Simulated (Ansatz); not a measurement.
# C2H8BGaOSi: ionisation energy by level of theory

An exercise on one series of results from a longer session: the logs are not shown, and one member is left open.

The runs use Ansatz 0.2.0, Gaussian basis; unrestricted cation, the program's frozen cores in correlated methods.

Plan: UKS PBE-D4/def2-TZVPP; UKS r2SCAN-D4/def2-TZVPP; UKS PBE0-D4/def2-TZVPP; UKS B3LYP-D4/def2-TZVPP; UKS wB97X-V/def2-TZVPP; UKS wB97M-V/def2-TZVPP; UKS B2PLYP/def2-TZVPP; UHF-CCSD(T)/def2-TZVPP; UHF-MP2/def2-QZVPP; extrapolation to the limit; then −ε(HOMO) from the neutral's earlier runs with LDA (SPW92), PBE-D4, revPBE-D4, BLYP-D4, r2SCAN-D4, B97M-V, PBE0-D4, B3LYP-D4, r2SCANh-D4, r2SCAN0-D4, HSE06-D4, BHLYP-D4, CAM-B3LYP-D4, LC-ωPBE, ωB97X-V, ωB97M-V.

## The relaxed structure

The geometry comes from an earlier relaxation with PBE0-D4 in a triple-zeta def2 set; it is a stationary point, not always the lowest conformer.

SMILES `B/C=C\O[SiH2][GaH2]`, 14 atoms, charge 0, spin multiplicity 1.

Atoms are counted from 1 here; the program's logs count them from 0.

Bond lengths: B1–C2 1.520 Å, B1–H7 1.198 Å, B1–H8 1.196 Å, C2–C3 1.348 Å, C2–H9 1.087 Å, C3–O4 1.331 Å, C3–H10 1.094 Å, O4–Si5 1.675 Å, Si5–Ga6 2.424 Å, Si5–H11 1.491 Å, Si5–H12 1.485 Å, Ga6–H13 1.571 Å, Ga6–H14 1.571 Å. Angles: C2–B1–H7 120.1°, C2–B1–H8 120.9°, H7–B1–H8 119.0°, B1–C2–C3 124.7°, B1–C2–H9 121.6°, C3–C2–H9 113.7°, C2–C3–O4 124.2°, C2–C3–H10 121.1°, O4–C3–H10 114.7°, C3–O4–Si5 127.2°, O4–Si5–Ga6 114.3°, O4–Si5–H11 108.1°, O4–Si5–H12 104.4°, Ga6–Si5–H11 110.3°, Ga6–Si5–H12 111.6°, H11–Si5–H12 107.8°, Si5–Ga6–H13 118.1°, Si5–Ga6–H14 123.0° and more.

The first run:

Input file in.yaml:

```yaml
crystal:
  periodic: [false, false, false]
  atoms:
    - {symbol: B, position_ang: [-2.918347, 0.856696, -0.506298]}
    - {symbol: C, position_ang: [-1.763649, 1.117993, 0.446487]}
    - {symbol: C, position_ang: [-0.568342, 0.497992, 0.392301]}
    - {symbol: O, position_ang: [-0.239158, -0.412269, -0.520685]}
    - {symbol: Si, position_ang: [1.128774, -1.379218, -0.538870]}
    - {symbol: Ga, position_ang: [3.092495, -0.346518, 0.436358]}
    - {symbol: H, position_ang: [-3.945985, 1.460124, -0.384449]}
    - {symbol: H, position_ang: [-2.820215, 0.050040, -1.383891]}
    - {symbol: H, position_ang: [-1.842928, 1.844071, 1.251035]}
    - {symbol: H, position_ang: [0.221842, 0.729799, 1.112518]}
    - {symbol: H, position_ang: [0.806044, -2.650342, 0.170718]}
    - {symbol: H, position_ang: [1.334852, -1.700689, -1.973868]}
    - {symbol: H, position_ang: [4.459164, -1.113913, 0.336552]}
    - {symbol: H, position_ang: [3.055454, 1.046234, 1.162072]}
basis:
  gaussian: {orbitals: def2-TZVPP}
total_charge: 1
magnetization: {spin_polarized: true, initial_magnetization: 1}
hamiltonian: {xc: pbe, dispersion: d4}
```

Run with:

```bash
$ ansatz run in.yaml --threads 2 --pin off --events-out ev --progress --plain --max-ram 22528MiB --backend cuda --devices 0, --max-vram 18GiB
```

Steps of the session up to this table: Cation, UKS PBE-D4/def2-TZVPP; Cation, UKS r2SCAN-D4/def2-TZVPP; Cation, UKS PBE0-D4/def2-TZVPP; Cation, UKS B3LYP-D4/def2-TZVPP; Cation, UKS wB97X-V/def2-TZVPP; Cation, UKS wB97M-V/def2-TZVPP; Cation, UKS B2PLYP (frozen core)/def2-TZVPP; Cation, UHF-CCSD(T)/def2-TZVPP; Cation, UHF-MP2/def2-QZVPP.

One table of the session follows, with a row left open; its other results are not shown here.

For comparison, −ε(HOMO) of the neutral from earlier runs:

```
  functional  −ε(HOMO) (eV)
 LDA (SPW92)           6.44
      PBE-D4              ?
   revPBE-D4           6.18
     BLYP-D4           6.08
   r2SCAN-D4           6.43
      B97M-V           6.49
     PBE0-D4           7.29
    B3LYP-D4           7.08
  r2SCANh-D4           6.83
  r2SCAN0-D4           7.43
    HSE06-D4           6.89
    BHLYP-D4           8.20
CAM-B3LYP-D4           8.54
     LC-ωPBE           9.83
     ωB97X-V           9.50
     ωB97M-V           9.42
```

Q: Estimate the row for PBE-D4 from the others.

As computed: −ε(HOMO) (eV): 6.25. In the column «−ε(HOMO) (eV)» it lies between revPBE-D4 (6.18) and r2SCAN-D4 (6.43).
